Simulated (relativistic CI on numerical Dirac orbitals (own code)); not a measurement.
# Bi⁶⁹⁺: one ion under different settings

Aim: see what numerical and physical settings do to the SCF, the total energy and the lowest levels of Bi⁶⁹⁺.

The numbers are computed with relativistic CI on numerical Dirac orbitals (own code) version 3 (Dirac-Coulomb-Breit CI, KLI orbitals optimised for each configuration, model QED (radiative potential, 1s self-energy scaled to tabulated hydrogen-like ionisation energies), numerical settings as typed), except any that are marked as measured or tabulated.

## Step 1: The system

| Property | Result |
| --- | --- |
| ion | Bi⁶⁹⁺ (Bi LXX) |
| nuclear charge | 83 |
| electrons | 14 |
| isotope | A = 209 |

## Step 2: A try

The run's settings:

```ini
atom Bi  Z=83  charge=69  electrons=14
nucleus A=209  rms_radius_fm=5.5211
hamiltonian dirac-coulomb  breit=on  qed=on  c_scale=1
orbitals kli  potential=per-configuration
slater_scale 1
correlation none
mixing on
grid step=0.0125 r_max=2
scf mixing=0.4 start=green max_iterations=88 tolerance=2e-08 node_fill=0.05
configurations
  [Ne] 3s2 3p2
  [Ne] 3s2 3p 3d
  [Ne] 3s 3p3
  [Ne] 3s2 3p2
end
```

Run with:

```sh
python run_levels.py task.json out
```

The settings of every run stand in task.json; they run in order.

Results of the run (chosen fields of its result record, rounded):

```text
status: refused
warnings: ["a configuration is listed twice"]
```

Run time: 0.001 s. Hardware: 1 thread, shared host.

Cause: the program refused the input. One configuration stands twice in the list, which would make the CI basis linearly dependent. The input had a configuration typed twice. The cure is to strike the repeat.

## Step 3: With the usual settings

Changes to the settings of step 2:

```diff
@@ -8,3 +8,3 @@
 grid step=0.0125 r_max=2
-scf mixing=0.4 start=green max_iterations=88 tolerance=2e-08 node_fill=0.05
+scf mixing=0.4 start=green max_iterations=150 tolerance=2e-08 node_fill=0.05
 configurations
@@ -13,3 +13,2 @@
   [Ne] 3s 3p3
-  [Ne] 3s2 3p2
 end
```

Results of the run:

```text
status: converged
levels [i, E_cm, J2, conf, term, w_term, w_jj]:
  - [0, 0, 0, "3s2 3p2", "3P", 0.6824, 0.9997]
  - [1, 4946641.9, 2, "3s2 3p2", "3P", 1, 1]
  - [2, 5036146.2, 4, "3s2 3p2", "1D", 0.6536, 0.9998]
  - [3, 6580122, 4, "3s 3p3", "3P*", 0.4735, 0.9728]
  - [4, 6833101.8, 2, "3s 3p3", "3D*", 0.2513, 0.7745]
  - [5, 6985512.6, 4, "3s2 3p 3d", "3F*", 0.7467, 0.9902]
  - [6, 7439099.7, 2, "3s2 3p 3d", "3D*", 0.4029, 0.7765]
  - [7, 8296558.3, 4, "3s2 3p 3d", "3P*", 0.4659, 0.9818]
  - [8, 8308074, 6, "3s2 3p 3d", "3F*", 0.4927, 0.9951]
  - [9, 10069576, 4, "3s2 3p2", "3P", 0.6536, 0.9998]
  - [10, 10273653, 0, "3s2 3p2", "1S", 0.6824, 0.9997]
  - [11, 11425754, 4, "3s 3p3", "3D*", 0.4933, 0.9598]
  - [12, 11614618, 6, "3s 3p3", "3D*", 0.95, 0.95]
  - [13, 11723043, 0, "3s 3p3", "3P*", 0.8415, 0.8415]
  - "... 13 more rows left out ..."
total_energy [Ha]: -15631.094713
n_levels_all: 27
overlap: 1.96371e-12
scf_iterations: [8, 8, 8]
orbital_energies [Ha]: {"1s": -3551.93, "2s": -815.909, "2p1/2": -795.707, "2p3/2": -708.352, "3s": -331.253, "3p1/2": -323.826, "3p3/2": -300.321}
configurations [conf, odd, states, E_av_Ha, breit_Ha, qed_Ha]:
  - ["3s2 3p2", 0, 15, -15638.71073, 20.6, 17.59]
  - ["3s2 3p 3d", 1, 60, -15617.93253, 20.37, 17.54]
  - ["3s 3p3", 1, 40, -15615.30505, 20.67, 17.33]
scf_steps of the first configuration [iteration, E_Ha, residual, outer_eigenvalue_Ha]:
  - [1, -15601.87857, 5.14, -362.8]
  - [2, -15625.8013, 3.06, -336.3]
  - [3, -15638.70857, 0.0574, -300.5]
  - [4, -15638.70934, 0.0138, -300.5]
  - [5, -15638.71073, 0.000193, -300.3]
  - [6, -15638.71072, 2.4e-05, -300.3]
  - [7, -15638.71073, 7.18e-07, -300.3]
  - [8, -15638.71073, 1.03e-08, -300.3]
```

Wall time 0.09 s (1 thread, shared host).

## Step 4: Slater scale 0.6

Changes to the settings of step 3:

```diff
@@ -4,3 +4,3 @@
 orbitals kli  potential=per-configuration
-slater_scale 1
+slater_scale 0.6
 correlation none
```

Results of the run:

```text
status: converged
levels [i, E_cm, J2, conf, term, w_term]:
  - [0, 0, 0, "3s2 3p2", "3P", 0.6763]
  - [1, 4993101.5, 2, "3s2 3p2", "3P", 1]
  - [2, 5044573.8, 4, "3s2 3p2", "1D", 0.6588]
  - [3, 6669958.8, 4, "3s 3p3", "3P*", 0.4869]
  - [4, 6844445.5, 2, "3s 3p3", "1P*", 0.2798]
  - [5, 7074258.2, 4, "3s2 3p 3d", "3F*", 0.7475]
  - [6, 7322394.2, 2, "3s2 3p 3d", "3D*", 0.4547]
  - [7, 8305456.9, 4, "3s2 3p 3d", "3P*", 0.4736]
  - "... 19 more rows left out ..."
total_energy [Ha]: -15631.174495
n_levels_all: 27
overlap: 1.96371e-12
scf_iterations: [8, 8, 8]
orbital_energies [Ha]: {"1s": -3551.93, "2s": -815.909, "2p1/2": -795.707, "2p3/2": -708.352, "3s": -331.253, "3p1/2": -323.826, "3p3/2": -300.321}
configurations [conf, odd, states, E_av_Ha, breit_Ha, qed_Ha]:
  - ["3s2 3p2", 0, 15, -15638.71073, 20.6, 17.59]
  - ["3s2 3p 3d", 1, 60, -15617.93253, 20.37, 17.54]
  - ["3s 3p3", 1, 40, -15615.30505, 20.67, 17.33]
scf_steps of the first configuration [iteration, E_Ha, residual, outer_eigenvalue_Ha]:
  - [1, -15601.87857, 5.14, -362.8]
  - [2, -15625.8013, 3.06, -336.3]
  - [3, -15638.70857, 0.0574, -300.5]
  - [4, -15638.70934, 0.0138, -300.5]
  - [5, -15638.71073, 0.000193, -300.3]
  - [6, -15638.71072, 2.4e-05, -300.3]
  - [7, -15638.71073, 7.18e-07, -300.3]
  - [8, -15638.71073, 1.03e-08, -300.3]
```

Run time: 0.087 s. Hardware: 1 thread, shared host.

## Step 5: Start potential bare

The run's settings:

```ini
atom Bi  Z=83  charge=69  electrons=14
nucleus A=209  rms_radius_fm=5.5211
hamiltonian dirac-coulomb  breit=on  qed=on  c_scale=1
orbitals kli  potential=per-configuration
slater_scale 1
correlation none
mixing on
grid step=0.0125 r_max=2
scf mixing=0.4 start=bare max_iterations=150 tolerance=2e-08 node_fill=0.05
configurations
  [Ne] 3s2 3p2
  [Ne] 3s2 3p 3d
  [Ne] 3s 3p3
end
```

Results of the run:

```text
status: converged
levels [i, E_cm, J2, conf, term, w_term]:
  - [0, 0, 0, "3s2 3p2", "3P", 0.6824]
  - [1, 4946641.9, 2, "3s2 3p2", "3P", 1]
  - [2, 5036146.2, 4, "3s2 3p2", "1D", 0.6536]
  - [3, 6580122, 4, "3s 3p3", "3P*", 0.4735]
  - [4, 6833101.8, 2, "3s 3p3", "3D*", 0.2513]
  - [5, 6985512.6, 4, "3s2 3p 3d", "3F*", 0.7467]
  - [6, 7439099.7, 2, "3s2 3p 3d", "3D*", 0.4029]
  - [7, 8296558.3, 4, "3s2 3p 3d", "3P*", 0.4659]
  - "... 19 more rows left out ..."
total_energy [Ha]: -15631.094713
n_levels_all: 27
overlap: 1.96587e-12
scf_iterations: [8, 8, 8]
orbital_energies [Ha]: {"1s": -3551.93, "2s": -815.909, "2p1/2": -795.707, "2p3/2": -708.352, "3s": -331.253, "3p1/2": -323.826, "3p3/2": -300.321}
configurations [conf, odd, states, E_av_Ha, breit_Ha, qed_Ha]:
  - ["3s2 3p2", 0, 15, -15638.71073, 20.6, 17.59]
  - ["3s2 3p 3d", 1, 60, -15617.93253, 20.37, 17.54]
  - ["3s 3p3", 1, 40, -15615.30505, 20.67, 17.33]
scf_steps of the first configuration [iteration, E_Ha, residual, outer_eigenvalue_Ha]:
  - [1, -15599.49358, 6.14, -395]
  - [2, -15624.898, 3.7, -355.5]
  - [3, -15638.69411, 0.107, -300]
  - [4, -15638.70862, 0.0174, -300.4]
  - [5, -15638.71072, 0.00019, -300.3]
  - [6, -15638.71072, 1.5e-05, -300.3]
  - [7, -15638.71073, 6.53e-07, -300.3]
  - [8, -15638.71073, 5.48e-09, -300.3]
```

Wall time 0.088 s (1 thread, shared host).

## Step 6: Breit term off

The run's settings:

```ini
atom Bi  Z=83  charge=69  electrons=14
nucleus A=209  rms_radius_fm=5.5211
hamiltonian dirac-coulomb  breit=off  qed=on  c_scale=1
orbitals kli  potential=per-configuration
slater_scale 1
correlation none
mixing on
grid step=0.0125 r_max=2
scf mixing=0.4 start=green max_iterations=150 tolerance=2e-08 node_fill=0.05
configurations
  [Ne] 3s2 3p2
  [Ne] 3s2 3p 3d
  [Ne] 3s 3p3
end
```

Results of the run:

```text
status: converged
levels [i, E_cm, J2, conf, term, w_term]:
  - [0, 0, 0, "3s2 3p2", "3P", 0.6821]
  - [1, 5001289.6, 2, "3s2 3p2", "3P", 1]
  - [2, 5096973.2, 4, "3s2 3p2", "1D", 0.6539]
  - [3, 6589119.9, 4, "3s 3p3", "3P*", 0.4756]
  - [4, 6849565, 2, "3s 3p3", "3D*", 0.2611]
  - [5, 7061478.2, 4, "3s2 3p 3d", "3F*", 0.7478]
  - [6, 7495783, 2, "3s2 3p 3d", "3D*", 0.4201]
  - [7, 8392572.7, 4, "3s2 3p 3d", "3P*", 0.4667]
  - "... 19 more rows left out ..."
total_energy [Ha]: -15652.036585
n_levels_all: 27
overlap: 1.96371e-12
scf_iterations: [8, 8, 8]
orbital_energies [Ha]: {"1s": -3551.93, "2s": -815.909, "2p1/2": -795.707, "2p3/2": -708.352, "3s": -331.253, "3p1/2": -323.826, "3p3/2": -300.321}
configurations [conf, odd, states, E_av_Ha, breit_Ha, qed_Ha]:
  - ["3s2 3p2", 0, 15, -15638.71073, 0, 17.59]
  - ["3s2 3p 3d", 1, 60, -15617.93253, 0, 17.54]
  - ["3s 3p3", 1, 40, -15615.30505, 0, 17.33]
scf_steps of the first configuration [iteration, E_Ha, residual, outer_eigenvalue_Ha]:
  - [1, -15601.87857, 5.14, -362.8]
  - [2, -15625.8013, 3.06, -336.3]
  - [3, -15638.70857, 0.0574, -300.5]
  - [4, -15638.70934, 0.0138, -300.5]
  - [5, -15638.71073, 0.000193, -300.3]
  - [6, -15638.71072, 2.4e-05, -300.3]
  - [7, -15638.71073, 7.18e-07, -300.3]
  - [8, -15638.71073, 1.03e-08, -300.3]
```

It took 0.089 s on 1 thread, shared host.

## Step 7: Tolerance 0.05

The run's settings:

```ini
atom Bi  Z=83  charge=69  electrons=14
nucleus A=209  rms_radius_fm=5.5211
hamiltonian dirac-coulomb  breit=on  qed=on  c_scale=1
orbitals kli  potential=per-configuration
slater_scale 1
correlation none
mixing on
grid step=0.0125 r_max=2
scf mixing=0.4 start=green max_iterations=77 tolerance=0.05 node_fill=0.05
configurations
  [Ne] 3s2 3p2
  [Ne] 3s2 3p 3d
  [Ne] 3s 3p3
end
```

Results of the run:

```text
status: converged
levels [i, E_cm, J2, conf, term, w_term]:
  - [0, 0, 0, "3s2 3p2", "3P", 0.6824]
  - [1, 4946368.9, 2, "3s2 3p2", "3P", 1]
  - [2, 5035891.9, 4, "3s2 3p2", "1D", 0.6536]
  - [3, 6580019.7, 4, "3s 3p3", "3P*", 0.4735]
  - [4, 6832952.2, 2, "3s 3p3", "3D*", 0.2512]
  - [5, 6984978.5, 4, "3s2 3p 3d", "3F*", 0.7467]
  - [6, 7438774.9, 2, "3s2 3p 3d", "3D*", 0.4027]
  - [7, 8295942.3, 4, "3s2 3p 3d", "3P*", 0.4659]
  - "... 19 more rows left out ..."
total_energy [Ha]: -15631.083355
n_levels_all: 27
overlap: 1.9638e-12
scf_iterations: [4, 4, 4]
orbital_energies [Ha]: {"1s": -3552.6, "2s": -816.237, "2p1/2": -796.091, "2p3/2": -708.691, "3s": -331.383, "3p1/2": -323.973, "3p3/2": -300.451}
configurations [conf, odd, states, E_av_Ha, breit_Ha, qed_Ha]:
  - ["3s2 3p2", 0, 15, -15638.70934, 20.61, 17.59]
  - ["3s2 3p 3d", 1, 60, -15617.93144, 20.37, 17.54]
  - ["3s 3p3", 1, 40, -15615.30376, 20.67, 17.34]
scf_steps of the first configuration [iteration, E_Ha, residual, outer_eigenvalue_Ha]:
  - [1, -15601.87857, 5.14, -362.8]
  - [2, -15625.8013, 3.06, -336.3]
  - [3, -15638.70857, 0.0574, -300.5]
  - [4, -15638.70934, 0.0138, -300.5]
```

It took 0.086 s on 1 thread, shared host.

A bad setting: its result is shown only for the comparison.

## Step 8: Comparison

| setting | total energy less usual (Ha) | largest shift of a level among the lowest eight of both runs, same label and place (cm⁻¹) | SCF iterations | time | lowest level | kind of change |
| --- | --- | --- | --- | --- | --- | --- |
| usual | 0 | 0 | 24 | 0.09 s | 3p2 [3p1/2^2] J=0 | - |
| Slater scale 0.6 | -0.0798 | 117000 | 24 | 0.087 s | 3p2 [3p1/2^2] J=0 | model term |
| start potential bare | 0 | 0 | 24 | 0.088 s | 3p2 [3p1/2^2] J=0 | numerical |
| Breit term off | -20.9 | 96000 | 24 | 0.089 s | 3p2 [3p1/2^2] J=0 | model term |
| tolerance 0.05 | 0.0114 | 616 | 12 | 0.086 s | 3p2 [3p1/2^2] J=0 | unsound |

## Step 9: Summary of results

| quantity | value |
| --- | --- |
| lowest level, usual settings | 3p2 [3p1/2^2] J=0 |
| total energy | -15631.0947 Ha |
| first excitation | 613.31 eV |
| runs without a result | 1 |

What this shows: Among the runs whose levels can be followed, they move most under «Slater scale 0.6» (model term), by up to 117000 cm⁻¹. No visible change in the result comes from «start potential bare». Only the listed configurations are in the model.
